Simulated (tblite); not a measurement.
# AsBCl2Ga2H4O: the cost of one run

Programs: tblite 0.8.0 and PySCF 2.14.0. All values are calculated, for the isolated system unless a continuum is named. Atoms count from 0, parts from 1.

### Step 1. The system as given

11 atoms, charge 0, multiplicity 1; geometry: distance geometry start.

### Step 2. Relaxing the cluster with GFN2-xTB

Job settings and geometry (Å):

```
{"job": {"kind": "relax", "xc": "GFN2-xTB", "basis": "xTB"}, "charge": 0, "multiplicity": 1}
Ga    -0.712357     0.816536     1.489362
As    -0.295109    -0.598559    -0.430716
Ga     1.797960    -0.207064    -1.556457
O     -1.748453    -0.968889    -1.508954
B     -2.184281    -0.140486    -2.683373
Cl    -2.345718     1.683642    -2.359496
Cl    -1.530965    -0.625372    -4.322618
H     -1.002888     0.088360     2.808906
H     -1.603691     2.055050     1.209372
H      2.079388     1.236781    -1.984257
H      2.219125    -1.290692    -2.559717
```

With the program's defaults for keys left out, this is: GFN2-xTB geometry optimisation, gas phase.

Run with:

```bash
> OMP_NUM_THREADS=1 python cluster_run.py task.json out
```

The driver reads the jobs from task.json and runs them one after another.

Q: Estimate the wall time of this first job on 1 thread of Arm Neoverse V2, shared host.

About 2 s.
